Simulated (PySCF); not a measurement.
# EuH3O3 (Eu(OH)3-): the cost of one run

Computed with PySCF 2.14.0. Level: several levels, as the steps say, no spin–orbit coupling.

1 further run of the same task is left out (for a known fault of the program).

## 1. Where the work starts

7 atoms, charge -1, spin multiplicity 1.

Bond lengths: Eu1–O2 2.267 Å, Eu1–O4 2.267 Å, Eu1–O6 2.267 Å, O2–H3 0.959 Å, O4–H5 0.959 Å, O6–H7 0.959 Å. Angles: O2–Eu1–O4 120.0°, O2–Eu1–O6 120.0°, O4–Eu1–O6 120.0°, Eu1–O2–H3 179.8°, Eu1–O4–H5 179.8°, Eu1–O6–H7 179.8°.

Coordinates:

```
Eu    0.0000    0.0000    0.1409
O     2.2670    0.0000    0.1433
H     3.2258    0.0000    0.1476
O    -1.1335    1.9633    0.1433
H    -1.6129    2.7936    0.1476
O    -1.1335   -1.9633    0.1433
H    -1.6129   -2.7936    0.1476
```

Formal oxidation states: Eu +2. Each metal's 7 4f electrons lie in its core potential, so multiplicities, spins and levels count the valence alone. An earlier session relaxed this geometry at PBE0, Eu lcecp-0-SVP with ECP53, O def2-SVP, H def2-SVP (singlet, point group D3h).

At PBE0 on the finer grid: E = -256.567563 Eh, frontier levels not given, since the 4f levels lie in the core, Mulliken charge on Eu1 +0.55 e, largest force component 0.010 eV/Å. 

Levels to run: B3LYP; M06-L; PBE0, TZVP. Hardware: 2 threads of Arm Neoverse V1, shared host.

## 2. B3LYP

File run.py (the lines that set the calculation):

```python
mol = gto.M(atom='''
Eu     0.00000     0.00000     0.14087
O      2.26701    -0.00002     0.14329
H      3.22579    -0.00003     0.14764
O     -1.13349     1.96329     0.14329
H     -1.61287     2.79363     0.14764
O     -1.13352    -1.96327     0.14329
H     -1.61292    -2.79360     0.14764''',
    basis={'Eu': 'lcecp-0-SVP', 'O': 'def2-SVP', 'H': 'def2-SVP'},
    ecp={'Eu': 'lcecp-0-SVP'},
    charge=-1, spin=0)
mf = dft.RKS(mol, xc='B3LYP')
mf.grids.atom_grid = (75, 302)  # f atoms: unpruned, at least (60, 302)
mf = mf.density_fit()  # fitting sets: Eu AutoAux, O def2-universal-JKFIT, H def2-universal-JKFIT
mf.conv_tol = 1e-08; mf.max_cycle = 55
mf.kernel(dm0)  # dm0: the density of the relaxed state
```

Run with:

```sh
$ OMP_NUM_THREADS=2 python run.py
```

**Question.** How long does this run take on 2 threads of Arm Neoverse V1, shared host?

About 3.7 s.
